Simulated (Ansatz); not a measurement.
# Sn3Te (Pm-3m) in Ansatz: notebook

One crystal, Sn3Te, is run at these levels: LDA; tasks: single point, equation of state.

Everything below comes from runs of Ansatz 0.2.0. Logs are shortened: lines on timing, memory, paths and dates and some standing lists are left out, and cuts for length are marked.

### Step 1. The crystal as given

Symmetry: Pm-3m, No. 221, cubic system. The conventional cell has a = 4.866 Å, b = 4.866 Å, c = 4.866 Å, α = 90.00°, β = 90.00°, γ = 90.00°. Te (site symmetry m-3m) has 12 Sn at 3.44 Å as nearest neighbours. Sn (site symmetry 4/mmm) is surrounded by 4 Te at 3.44 Å and 8 Sn at 3.44 Å.

The cell comes from a database or a generator and needn't be the stable form of this composition.

### Step 2. Single point, LDA, 27.07 Å³/atom (volume scaled by 0.94)

The input, input.yaml:

```yaml
crystal:
  lattice:
    - [4.7662957215, 0.0, 0.0]
    - [0.0, 4.7662957215, 0.0]
    - [0.0, 0.0, 4.7662957215]
  atoms:
    - { symbol: Te, position: [0.0, 0.0, 0.0] }
    - { symbol: Sn, position: [0.0, 0.5, 0.5] }
    - { symbol: Sn, position: [0.5, 0.0, 0.5] }
    - { symbol: Sn, position: [0.5, 0.5, 0.0] }
hamiltonian:
  xc: lda
  pseudopotentials: { kind: paw }
kpoints:
  mp_grid: { grid: [6, 6, 6] }
scf:
  occupations: { method: fermi_dirac, width: 0.05 }
output:
  forces: true
  stress: true
  eigenvalues: true
```

Potentials or basis: Ansatz PAW.

The run is started by

```bash
ansatz run input.yaml --threads 2 --pin off --max-ram 5632MiB --backend cpu --events-out ev --progress --plain --runs-dir out
```

Standard output:

```text
Warning: RAYON_NUM_THREADS=2 ignored (pool sized by the plan → 2); use --threads N
Engine: ansatz 0.2.0, x86_64-unknown-linux-gnu
Pseudopotentials: kind: paw
Pseudopotential: Te, paw, valence charge 16, recommended cutoff 420 eV (normal), Te.paw.azcp
Pseudopotential: Sn, paw, valence charge 14, recommended cutoff 420 eV (normal), Sn.paw.azcp
Functional definition: SPW92
  exchange = slater_x
  correlation = pw_c
Crystal: 4 atoms, lattice volume = 108.279 Å³
Basis set: ecut = 420 eV, 2103 PW (Γ)
Bands: 35, of which v1, the nominal top of the filled ones, is band 29 counted from 1 (28 counted from 0)
Symmetry: 48 space group operations
Space group: Pm-3m (ITA 221), of the structure as read, at distance tolerance 4.8e-5 Å
k-points: 20 of 216
Non-local potential: Te, projectors of the file, l = 0: 2, l = 1: 2, l = 2: 2, l = 3: 2
Non-local potential: Sn, projectors of the file, l = 0: 2, l = 1: 2, l = 2: 2, l = 3: 2
PAW form: soft (Blöchl's): semilocal exchange-correlation on the pseudo side does not see the compensation charge
PAW frozen core: Te, regenerated for the run's functional, and the local potential with it (the file was generated under x = pbe(κ = 0.804, μ = 0.2195149727645171), c = pbe(β = 0.06672455060314922))
PAW frozen core: Sn, regenerated for the run's functional, and the local potential with it (the file was generated under x = pbe(κ = 0.804, μ = 0.2195149727645171), c = pbe(β = 0.06672455060314922))
PAW one-centre angular grid: Te, 590 points (default); XC on 64 Gauss nodes
PAW one-centre angular grid: Sn, 590 points (default); XC on 64 Gauss nodes
Initial density: superposition of atomic densities (neutral atoms: chi_scale 0, normalization atom), corrected by the library's trained network
Initial wavefunctions: pseudopotential atomic-orbital guess
Functional: x = slater, c = lda
SCF iter   1: F=—  HF=-24465.550221 eV  |F-HF|=—  |Δ(HF+E_count)|=         —  Δρ=6.93e-3  dr2=2.68e-2  ethr=1.77e-3  ⟨swp⟩=7.9  Hψ=3336  notcnv=0  defer=1
preconditioner: auto → Kerker (q_TF=auto, 2.459 Å⁻¹)  [metal: Δε(μ)=0.047 eV  Ē_g=17.636 eV  σ=0.050 eV  W_gap=0.23  n_scr=26 (ndim 8)  ℏωp=24.7 eV  f_vac=0.000  D(μ)=3.08/eV (n_scr^D=18)]
SCF iter   2: F=—  HF=-24465.540952 eV  |F-HF|=—  |Δ(HF+E_count)|=   9.27e-3  Δρ=3.61e-3  dr2=8.59e-3  ethr=4.62e-5  ⟨swp⟩=2.4  Hψ=1231  notcnv=0  defer=6
SCF iter   3: F=—  HF=-24465.537908 eV  |F-HF|=—  |Δ(HF+E_count)|=   3.04e-3  Δρ=6.01e-4  dr2=6.92e-4  ethr=1.48e-5  ⟨swp⟩=2.1  Hψ=1264  notcnv=0  defer=6
SCF iter   4: F=—  HF=-24465.537698 eV  |F-HF|=—  |Δ(HF+E_count)|=   2.10e-4  Δρ=1.98e-4  dr2=9.80e-5  ethr=1.19e-6  ⟨swp⟩=2.0  Hψ=1268  notcnv=0  defer=6
SCF iter   5: F=—  HF=-24465.537649 eV  |F-HF|=—  |Δ(HF+E_count)|=   4.87e-5  Δρ=7.00e-5  dr2=8.94e-6  ethr=1.69e-7  ⟨swp⟩=2.0  Hψ=1247  notcnv=0  defer=6
SCF iter   6: F=—  HF=-24465.537647 eV  |F-HF|=—  |Δ(HF+E_count)|=   2.14e-6  Δρ=1.48e-5  dr2=3.06e-7  ethr=1.54e-8  ⟨swp⟩=2.0  Hψ=844  notcnv=0  defer=6
SCF iter   7: F=-24465.537647 eV  HF=-24465.537647 eV  |F-HF|=2.91e-8  |Δ(HF+E_count)|=   6.86e-9  Δρ=5.17e-6  dr2=3.34e-8  ethr=1.72e-10  ⟨swp⟩=8.2  Hψ=3202  notcnv=0
SCF 1 converged in 7 iterations: F = -24465.537647 eV  dr2 = 3.34e-8
SCF converged after 7 iterations
Free energy (F): -24465.537647 eV
Harris-Foulkes:  -24465.537647 eV  (|F-HF|=2.91e-8)
Internal energy: -24465.512201 eV  (E = F + TS)
E sigma→0 (E₀):  -24465.524924 eV
Entropy (-TS):   -0.025446 eV (-6.361 meV/atom)
Fermi energy:    10.995843 eV
--- Per-component energies (eV) ---
  E_band       = -467.909246
  E_kinetic    = 744.193915
  E_local      = -3488.865888  (includes V_loc(G=0)·N_el)
  E_nonlocal   = -390.436886
  E_hartree    = 2252.990467
  E_xc         = -1263.891204
  E_vxc        = -403.795845  (∫ρ·V_xc dr)
  E_paw        = -16486.678216  (= ΣΔE_a)
  E_vpaw       = -1434.999522  (= ΣTr[D̂ρ^β])
  E_aug_tail   = -0.000189  (compensation charges beyond the density's cutoff)
  E_ewald      = -5834.777555
  E_core_change = 1.953356  (= ΣΔE_core)
  E_smearing   = -0.025446  (= −TS)
  E_closure    = 0.000000  (closes the sum)
  Σ components = -24465.537647   (vs F -24465.537647, Δ=0.00e0)
--- Forces (eV/Å), atoms counted from 1 ---
  atom   1  Te    -0.00000000     0.00000000     0.00000000
  atom   2  Sn     0.00000000     0.00000000     0.00000000
  atom   3  Sn     0.00000000    -0.00000000     0.00000000
  atom   4  Sn    -0.00000000    -0.00000000     0.00000000
  max |Σ_I F_I| component: 3.08e-29 eV/Å
--- Stress (GPa, compression-positive) ---
       -0.727486       0.000000      -0.000000
        0.000000      -0.727486       0.000000
        0.000000       0.000000      -0.727486
  P = ⅓ Tr σ = -0.7275 GPa (-7.275 kbar)
--- Band table (eV; the first three rows and the last of 20) ---
  k-point 0: bands = ["-26.1572", "-26.1572", "-26.1572", "-26.1568", "-26.1568", "-10.5357", "-10.5357", "-10.5357", "-10.5001", "-10.5001", "-10.4936", "-10.4393", "-10.4393", "-10.4393", "-10.3697", "-10.3487", "-10.3487", "-10.3000", "-10.3000", "-10.3000", "-1.7698", "2.8573", "5.9049", "5.9049", "6.5571", "6.5571", "6.5571", "11.4375", "11.4375", "11.4375", "12.9602", "12.9602", "12.9602", "15.7479", "16.0026"]
  k-point 1: bands = ["-26.1572", "-26.1572", "-26.1572", "-26.1568", "-26.1568", "-10.5330", "-10.5222", "-10.5222", "-10.4992", "-10.4921", "-10.4843", "-10.4420", "-10.4393", "-10.4393", "-10.3769", "-10.3564", "-10.3485", "-10.3157", "-10.3157", "-10.3000", "-1.6402", "2.5696", "4.8650", "5.9883", "6.7464", "6.7464", "8.1857", "10.9781", "11.0231", "11.0231", "12.0955", "12.7196", "12.7196", "16.1291", "16.5149"]
  k-point 2: bands = ["-26.1572", "-26.1572", "-26.1572", "-26.1568", "-26.1566", "-10.5270", "-10.4975", "-10.4877", "-10.4877", "-10.4719", "-10.4607", "-10.4480", "-10.4365", "-10.4365", "-10.3954", "-10.3766", "-10.3574", "-10.3574", "-10.3482", "-10.3000", "-1.3147", "1.8084", "4.4185", "6.1785", "7.2709", "7.2709", "9.5212", "9.8901", "9.8901", "10.9991", "11.1480", "13.0306", "13.0306", "15.2231", "15.5912"]
  k-point 19: bands = ["-26.1574", "-26.1574", "-26.1574", "-26.1563", "-26.1563", "-10.5222", "-10.4986", "-10.4986", "-10.4986", "-10.4699", "-10.4699", "-10.4699", "-10.4249", "-10.4249", "-10.3669", "-10.3669", "-10.3669", "-10.3358", "-10.3358", "-10.3358", "-0.3252", "4.0299", "4.0299", "4.0299", "5.5130", "5.5130", "5.5130", "6.4178", "14.0602", "14.0602", "14.0602", "16.6225", "16.6225", "16.6225", "16.7243"]
```

Wall time 2.7 s (2 threads of AMD EPYC 7R43 (Zen 3), shared host); peak memory 0.43 GiB.

Results:

```yaml
Free_energy: -24465.5376 eV
Pressure: -0.7 GPa
Band_gap_on_the_k_mesh: none (metal or under the smearing width)
```

Caveat: the PAW data sets come from PBE, with cores solved anew for the run's functional, which leaves a small shift of forces and pressure.

### Step 3. Single point, LDA, 27.65 Å³/atom (volume scaled by 0.96)

Edit input.yaml of step 2 so:

```diff
@@ -2,5 +2,5 @@
   lattice:
-    - [4.7662957215, 0.0, 0.0]
-    - [0.0, 4.7662957215, 0.0]
-    - [0.0, 0.0, 4.7662957215]
+    - [4.7998622902, 0.0, 0.0]
+    - [0.0, 4.7998622902, 0.0]
+    - [0.0, 0.0, 4.7998622902]
   atoms:
```

Potentials or basis: Ansatz PAW.

The run is started by

```bash
ansatz run input.yaml --threads 2 --pin off --max-ram 5632MiB --backend cpu --events-out ev --progress --plain --runs-dir out
```

It took 3.9 s on 2 threads of AMD EPYC 7R43 (Zen 3), shared host; peak memory 0.43 GiB.

It converged, with:

| Item | Value |
| --- | --- |
| Free energy | -24465.5198 eV |
| Pressure | -1.7 GPa |
| Band gap on the k mesh | none (metal or under the smearing width) |

Caveat: the PAW data sets come from PBE, with cores solved anew for the run's functional, which leaves a small shift of forces and pressure.

### Step 4. Single point, LDA, 28.22 Å³/atom (volume scaled by 0.98)

Edit input.yaml of step 3 so:

```diff
@@ -2,5 +2,5 @@
   lattice:
-    - [4.7998622902, 0.0, 0.0]
-    - [0.0, 4.7998622902, 0.0]
-    - [0.0, 0.0, 4.7998622902]
+    - [4.8329658348, 0.0, 0.0]
+    - [0.0, 4.8329658348, 0.0]
+    - [0.0, 0.0, 4.8329658348]
   atoms:
```

The run is started by

```bash
ansatz run input.yaml --threads 2 --pin off --max-ram 5632MiB --backend cpu --events-out ev --progress --plain --runs-dir out
```

Wall time 3 s (2 threads of AMD EPYC 7R43 (Zen 3), shared host); peak memory 0.44 GiB.

The run converged. Its results:

```
Free energy            : -24465.4880 eV
Pressure               : -2.7 GPa
Band gap on the k mesh : none (metal or under the smearing width)
```

Caveat: the PAW data sets come from PBE, with cores solved anew for the run's functional, which leaves a small shift of forces and pressure.

### Step 5. Single point, LDA, 28.80 Å³/atom

Edit input.yaml of step 4 so:

```diff
@@ -2,5 +2,5 @@
   lattice:
-    - [4.8329658348, 0.0, 0.0]
-    - [0.0, 4.8329658348, 0.0]
-    - [0.0, 0.0, 4.8329658348]
+    - [4.865622, 0.0, 0.0]
+    - [0.0, 4.865622, 0.0]
+    - [0.0, 0.0, 4.865622]
   atoms:
@@ -21 +21,5 @@
   eigenvalues: true
+  write_density: true
+  write_potential: true
+  elf: true
+  volumetric_format: npy
```

The run is started by

```bash
ansatz run input.yaml --threads 2 --pin off --max-ram 5632MiB --backend cpu --events-out ev --progress --plain --runs-dir out
```

Wall time 3.8 s (2 threads of AMD EPYC 7R43 (Zen 3), shared host); peak memory 0.45 GiB.

It converged, with:

| Quantity | Value |
| --- | --- |
| Free energy | -24465.4438 eV |
| Pressure | -3.5 GPa |
| Band gap on the k mesh | none (metal or under the smearing width) |

Caveat: the PAW data sets come from PBE, with cores solved anew for the run's functional, which leaves a small shift of forces and pressure.

### Step 6. Single point, LDA, 29.37 Å³/atom (volume scaled by 1.02)

Edit input.yaml of step 5 so:

```diff
@@ -2,5 +2,5 @@
   lattice:
-    - [4.865622, 0.0, 0.0]
-    - [0.0, 4.865622, 0.0]
-    - [0.0, 0.0, 4.865622]
+    - [4.8978456013, 0.0, 0.0]
+    - [0.0, 4.8978456013, 0.0]
+    - [0.0, 0.0, 4.8978456013]
   atoms:
@@ -21,5 +21 @@
   eigenvalues: true
-  write_density: true
-  write_potential: true
-  elf: true
-  volumetric_format: npy
```

Potentials or basis: Ansatz PAW.

The run is started by

```bash
ansatz run input.yaml --threads 2 --pin off --max-ram 5632MiB --backend cpu --events-out ev --progress --plain --runs-dir out
```

It took 4.4 s on 2 threads of AMD EPYC 7R43 (Zen 3), shared host; peak memory 0.43 GiB.

Results (log left out):

| Item | Value |
| --- | --- |
| Free energy | -24465.3884 eV |
| Pressure | -4.2 GPa |
| Band gap on the k mesh | none (metal or under the smearing width) |

Caveat: the PAW data sets come from PBE, with cores solved anew for the run's functional, which leaves a small shift of forces and pressure.

### Step 7. Single point, LDA, 29.95 Å³/atom (volume scaled by 1.04)

Edit input.yaml of step 6 so:

```diff
@@ -2,5 +2,5 @@
   lattice:
-    - [4.8978456013, 0.0, 0.0]
-    - [0.0, 4.8978456013, 0.0]
-    - [0.0, 0.0, 4.8978456013]
+    - [4.9296506847, 0.0, 0.0]
+    - [0.0, 4.9296506847, 0.0]
+    - [0.0, 0.0, 4.9296506847]
   atoms:
```

The run is started by

```bash
ansatz run input.yaml --threads 2 --pin off --max-ram 5632MiB --backend cpu --events-out ev --progress --plain --runs-dir out
```

Run time: 4.1 s. Hardware: 2 threads of AMD EPYC 7R43 (Zen 3), shared host; peak memory 0.45 GiB.

Results (log left out):

* Free energy: -24465.3232 eV
* Pressure: -4.9 GPa
* Band gap on the k mesh: none (metal or under the smearing width)

Caveat: the PAW data sets come from PBE, with cores solved anew for the run's functional, which leaves a small shift of forces and pressure.

### Step 8. Single point, LDA, 30.53 Å³/atom (volume scaled by 1.06)

Edit input.yaml of step 7 so:

```diff
@@ -2,5 +2,5 @@
   lattice:
-    - [4.9296506847, 0.0, 0.0]
-    - [0.0, 4.9296506847, 0.0]
-    - [0.0, 0.0, 4.9296506847]
+    - [4.9610505803, 0.0, 0.0]
+    - [0.0, 4.9610505803, 0.0]
+    - [0.0, 0.0, 4.9610505803]
   atoms:
```

The run is started by

```bash
ansatz run input.yaml --threads 2 --pin off --max-ram 5632MiB --backend cpu --events-out ev --progress --plain --runs-dir out
```

It took 4.7 s on 2 threads of AMD EPYC 7R43 (Zen 3), shared host; peak memory 0.44 GiB.

The run converged. Its results:

```
Free energy            : -24465.2490 eV
Pressure               : -5.4 GPa
Band gap on the k mesh : none (metal or under the smearing width)
```

Caveat: the PAW data sets come from PBE, with cores solved anew for the run's functional, which leaves a small shift of forces and pressure.

### Step 9. Equation of state, LDA

Potentials or basis: Ansatz PAW.

No new run: the results of the series are fitted here.

What came out:

```yaml
Equilibrium_volume: "26.70 Å³/atom (rough: see the caveat)"
Bulk_modulus: 54 GPa (rough)
```

Energy against volume, from the lowest point:
```csv
volume (Å³/atom),energy (meV/atom)
27.070,0.00
27.646,4.47
28.222,12.41
28.798,23.47
29.373,37.30
29.949,53.62
30.525,72.15
```

Caveat: the minimum lies outside the volumes run.
